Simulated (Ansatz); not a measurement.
# SrV: equation of state with PBE

SrV:

```
CELL_PARAMETERS angstrom
0.00000 2.79577 2.79577
2.79577 0.00000 2.79577
2.79577 2.79577 0.00000
ATOMIC_POSITIONS crystal
Sr 0.00000 0.00000 0.00000
V 0.50000 0.50000 0.50000
```

The cell was built by a generator and needn't be a form met in nature.

```json
{
 "Program": "Ansatz 0.2.0",
 "Task": "equation of state",
 "Functional": "PBE",
 "Potentials or basis": "all-electron LAPW, scalar-relativistic",
 "Basis error allowed": "0.0005 eV/atom",
 "k mesh": "8 × 8 × 8",
 "Occupations": "fermi-dirac, width 0.05 eV",
 "Spin": "collinear spin, ferromagnetic start",
 "Starting moments": "[0.0, 2.0] μB"
}
```

```
Equilibrium volume : outside the volumes run
```

Energy against volume, from the lowest point:
```csv
volume (Å³/atom),energy (meV/atom)
20.541,320.49
20.978,256.54
21.415,197.15
21.853,142.05
22.290,90.98
22.727,43.72
23.164,0.00
```

All runs of the series together: 79 s on 2 threads of Arm Neoverse V1, on a shared host.
